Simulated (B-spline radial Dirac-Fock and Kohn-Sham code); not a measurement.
# Inner shells of Os³⁷⁺

Aim: for the Os³⁷⁺ ion, compute its X-ray form factor and Compton profile and the binding energy of each subshell.

The numbers are computed with B-spline radial Dirac-Fock and Kohn-Sham code (version 2): a free atom or ion on a radial basis; each step names its model.

## Step 1: The system

The Os³⁷⁺ ion, configuration [Kr] 4d3.

```
nuclear charge     : 76
electrons          : 39
mass number        : 192
nuclear rms radius : 5.4126 fm
```

## Step 2: Form factor and Compton profile

Model: Dirac-Fock average of configuration, finite nucleus; form factor of the spherical density, Waller-Hartree incoherent function, impulse-approximation Compton profiles.

Recorded inputs:

```ini
task = scatter
Z = 76
charge = 37
configuration = 1s2 2s2 2p6 3s2 3p6 3d10 4s2 4p6 4d3
mass_number = 192
rms_radius = 5.4126  # fm
s = [0.0, 0.05, 0.1, 0.15, 0.2, 0.25, 0.3, 0.35, 0.4, 0.45, 0.5, 0.6, 0.7, 0.8, 0.9, 1.0, 1.1, 1.2, 1.4, 1.6, 1.8, 2.0, 2.5, 3.0, 3.5, 4.0, 5.0, 6.0]  # 1/A
pz = [0, 0.1, 0.2, 0.3, 0.4, 0.5, 0.6, 0.8, 1.0, 1.2, 1.4, 1.6, 1.8, 2.0, 2.5, 3.0, 4.0, 5.0, 7.0, 10.0, 15.0, 20.0, 30.0, 40.0, 60.0, 100.0]  # a.u.
photon_energy = [1000, 5000, 8047.8, 10000, 17479.3, 30000, 100000, 200000]  # eV
```

Main fields of the result record, rounded:

```text
{
  "status": "converged",
  "form_factor [e]": [39.0, 38.949, 38.796, 38.545, 38.197, 37.758, 37.234, 36.632, 35.958, 35.223, 34.433, 32.73, 30.922, 29.076, 27.253, 25.502, 23.857, 22.341, 19.724, 17.622, 15.922, 14.494, 11.532, 9.0961, 7.2608, 6.0466, 4.8013, 4.0725],
  "incoherent": [3.3014e-12, 0.046522, 0.18503, 0.41241, 0.72362, 1.112, 1.5696, 2.0875, 2.6562, 3.266, 3.9078, 5.2521, 6.6287, 7.9935, 9.3186, 10.59, 11.8, 12.95, 15.067, 16.944, 18.593, 20.04, 23.027, 25.458, 27.489, 29.177, 31.739, 33.533],
  "compton_total [1/a.u.]": [1.9392, 1.9389, 1.9379, 1.9363, 1.934, 1.9311, 1.9275, 1.9184, 1.9066, 1.8922, 1.8751, 1.8554, 1.8331, 1.8082, 1.7354, 1.6495, 1.4526, 1.2508, 0.92902, 0.65185, 0.36758, 0.20996, 0.082948, 0.038923, 0.012301, 0.002476],
  "shells": ["1s1/2", "2s1/2", "2p1/2", "2p3/2", "3s1/2", "3p1/2", "3p3/2", "3d3/2", "3d5/2", "4s1/2", "4p1/2", "4p3/2", "4d3/2", "4d5/2"],
  "occupation": [2.0, 2.0, 2.0, 4.0, 2.0, 2.0, 4.0, 4.0, 6.0, 2.0, 2.0, 4.0, 1.2, 1.8],
  "mean_momentum [a.u.]": [80.215, 28.666, 37.738, 33.127, 14.675, 17.479, 16.143, 19.309, 18.842, 8.6911, 9.7396, 9.2598, 10.467, 10.305],
  "r2 [bohr^2]": 2.7743,
  "r_inverse [1/bohr]": 511.08,
  "r1 [bohr]": 8.295,
  "coherent [b]": [1008.4, 932.22, 828.63, 755.03, 509.13, 290.04, 49.906, 14.985],
  "incoherent_cross_section [b]": [0.039984, 0.90372, 2.05, 2.8621, 5.7878, 9.2163, 14.405, 13.905],
  "radial_jk": {
    "4d": {"j0": [1.0, 0.99651, 0.9861, 0.96897, 0.94542, 0.91588, 0.88086, 0.84098, 0.79692, 0.74939, 0.69917, 0.59373, 0.48664, 0.3834, 0.28853, 0.20535, 0.13587, 0.080902, 0.012497, -0.010694, -0.0050125, 0.013964, 0.056333, 0.05818, 0.037189, 0.01549, -0.0056953, -0.0078019], "j2": [0.0, 0.0013951, 0.005544, 0.012339, 0.021602, 0.033096, 0.046528, 0.061558, 0.077816, 0.094904, 0.11242, 0.14711, 0.17884, 0.20508, 0.22398, 0.23451, 0.23645, 0.23032, 0.19852, 0.15116, 0.10086, 0.05706, -0.00067334, -0.00053195, 0.016852, 0.029092, 0.029362, 0.018288], "j4": [0.0, 6.7813e-07, 1.0791e-05, 5.413e-05, 0.0001689, 0.00040564, 0.00082443, 0.0014917, 0.0024763, 0.0038464, 0.0056648, 0.010854, 0.018326, 0.028116, 0.039978, 0.053406, 0.067695, 0.082021, 0.10745, 0.12408, 0.12904, 0.12261, 0.076258, 0.027935, 0.0025445, -0.0025793, 0.0086963, 0.016476], "r2": 0.18971, "r4": 0.052531, "r6": 0.019152}
  }
}
```

Form factor and incoherent function, every second point:

| s (1/Å) | f (e) | f / N | S(s) |
| --- | --- | --- | --- |
| 0 | 39.00 | 1.000 | 0 |
| 0.100 | 38.80 | 0.995 | 0.1850 |
| 0.200 | 38.20 | 0.979 | 0.7236 |
| 0.300 | 37.23 | 0.955 | 1.570 |
| 0.400 | 35.96 | 0.922 | 2.656 |
| 0.500 | 34.43 | 0.883 | 3.908 |
| 0.700 | 30.92 | 0.793 | 6.629 |
| 0.900 | 27.25 | 0.699 | 9.319 |
| 1.10 | 23.86 | 0.612 | 11.80 |
| 1.40 | 19.72 | 0.506 | 15.07 |
| 1.80 | 15.92 | 0.408 | 18.59 |
| 2.50 | 11.53 | 0.296 | 23.03 |
| 3.50 | 7.261 | 0.186 | 27.49 |
| 5.00 | 4.801 | 0.123 | 31.74 |

## Step 3: Binding energies

Model: Dirac-Fock average of configuration, Delta-SCF, finite nucleus, first-order Breit with its frequency dependence, self-energy and vacuum polarisation.

The run's settings:

```ini
task = binding
```

Main fields of the result record, rounded:

```text
{
  "status": "converged",
  "shells": ["K", "L1", "L2", "L3", "M1", "M2", "M3", "M4", "M5", "N1", "N2", "N3", "N4,5"],
  "total_energy_parts [Ha]": [-16464.48, 20.8148759, -2.18384754, -0.386362472, 15.552808, -2.88350845],
  "koopmans [eV]": [75945.1, 14685.5, 14101.1, 12566.7, 4665.17, 4408.13, 4060.66, 3639.62, 3565.02, 2057.75, 1939.92, 1834.92, 1650.16],
  "dirac_coulomb [eV]": [75883.7, 14659.6, 14070.7, 12539.5, 4658.42, 4400.58, 4054.09, 3631.09, 3556.92, 2056.76, 1938.84, 1833.98, 1649.17],
  "gaunt [eV]": [-277.772, -31.4035, -52.9904, -36.3805, -6.25698, -10.52, -7.05031, -4.71758, -3.32198, -1.91268, -3.10599, -2.08807, -1.04321],
  "retardation [eV]": [21.0762, 2.71418, 5.66556, 5.67248, 0.569353, 1.13323, 1.14134, 0.481067, 0.471032, 0.215634, 0.379138, 0.385474, 0.192716],
  "breit_frequency [eV]": [4.73394, -0.388721, -0.0558569, 2.05019, -0.107945, -0.120811, 0.423962, -0.0486442, -0.0011092, -0.0340639, -0.0432736, 0.128249, -0.00835136],
  "self_energy [eV]": [-163.44, -23.8362, -0.306433, -1.78983, -5.59247, -0.17174, -0.447116, 0.423519, 0.220762, -1.69366, -0.0455844, -0.131371, 0.0884376],
  "vacuum_polarisation [eV]": [31.9309, 4.37815, 0.210873, -0.160194, 1.0008, 0.0493683, -0.0479343, -0.0523341, -0.0499203, 0.303766, 0.0151558, -0.0152565, -0.0155999],
  "binding [eV]": [75500.2, 14611.1, 14023.2, 12508.9, 4648.03, 4390.95, 4048.11, 3627.18, 3554.24, 2053.64, 1936.04, 1832.26, 1648.38],
  "mean_radius [bohr]": [0.0177352, 0.0741857, 0.0613565, 0.0694908, 0.191042, 0.1813, 0.19545, 0.170907, 0.175265, 0.394036, 0.391943, 0.413589, 0.410025]
}
```

total_energy_parts: Dirac-Coulomb, Gaunt, retardation, frequency dependence, self-energy, vacuum polarisation. 

The binding energies by parts, in eV; the parts add up.

| level | -ε | relaxation | Breit | QED | binding |
| --- | --- | --- | --- | --- | --- |
| 1s | 75945.1 | -61.43 | -251.96 | -131.51 | 75500.2 |
| 2s | 14685.5 | -25.90 | -29.08 | -19.46 | 14611.1 |
| 2p1/2 | 14101.1 | -30.39 | -47.38 | -0.10 | 14023.2 |
| 2p3/2 | 12566.7 | -27.16 | -28.66 | -1.95 | 12508.9 |
| 3s | 4665.2 | -6.75 | -5.80 | -4.59 | 4648.0 |
| 3p1/2 | 4408.1 | -7.54 | -9.51 | -0.12 | 4391.0 |
| 3p3/2 | 4060.7 | -6.57 | -5.48 | -0.50 | 4048.1 |
| 3d3/2 | 3639.6 | -8.53 | -4.29 | 0.37 | 3627.2 |
| 3d5/2 | 3565.0 | -8.10 | -2.85 | 0.17 | 3554.2 |
| 4s | 2057.8 | -0.99 | -1.73 | -1.39 | 2053.6 |
| 4p1/2 | 1939.9 | -1.08 | -2.77 | -0.03 | 1936.0 |
| 4p3/2 | 1834.9 | -0.93 | -1.57 | -0.15 | 1832.3 |
| 4d | 1650.2 | -0.99 | -0.86 | 0.07 | 1648.4 |

Line energies follow by subtraction:

| line | energy (eV) |
| --- | --- |
| Kβ2' (K-N3) | 73667.9 |
| Kβ2'' (K-N2) | 73564.2 |
| Kβ1 (K-M3) | 71452.1 |
| Kβ3 (K-M2) | 71109.3 |
| Kα1 (K-L3) | 62991.3 |
| Kα2 (K-L2) | 61477.0 |
| Lγ3 (L1-N3) | 12778.8 |
| Lγ2 (L1-N2) | 12675.0 |
| Lγ5 (L2-N1) | 11969.5 |
| Lβ3 (L1-M3) | 10563.0 |
| Lβ6 (L3-N1) | 10455.3 |
| Lβ1 (L2-M4) | 10396.0 |
| Lβ4 (L1-M2) | 10220.1 |
| Lη (L2-M1) | 9375.2 |

## Step 4: Outcome

| quantity | value |
| --- | --- |
| rms radius of the electron cloud | 0.267 bohr |
| form factor halves at | 1.4 1/Å |
| Compton profile at zero | 1.939 1/a.u. |
| deepest level listed, K (1s) | 75500.2 eV |
| least bound, N4,5 (4d) | 1648.4 eV |
| Kα1 | 62991.3 eV |
| ionisation energy, NIST (theoretical) | 1660.00 eV |

What this shows: The form factor starts at the 39 electrons and halves by s = 1.4 1/Å. The K (1s) level lies 61.4 eV under Koopmans' value by relaxation alone; Breit gives -251.96 and QED -131.51 eV. NIST's ionisation energy differs by +11.62 eV from the least binding energy; the calculation averages open shells over their j components and terms. The Hartree-Fock and Dirac-Fock values hold no electron correlation.
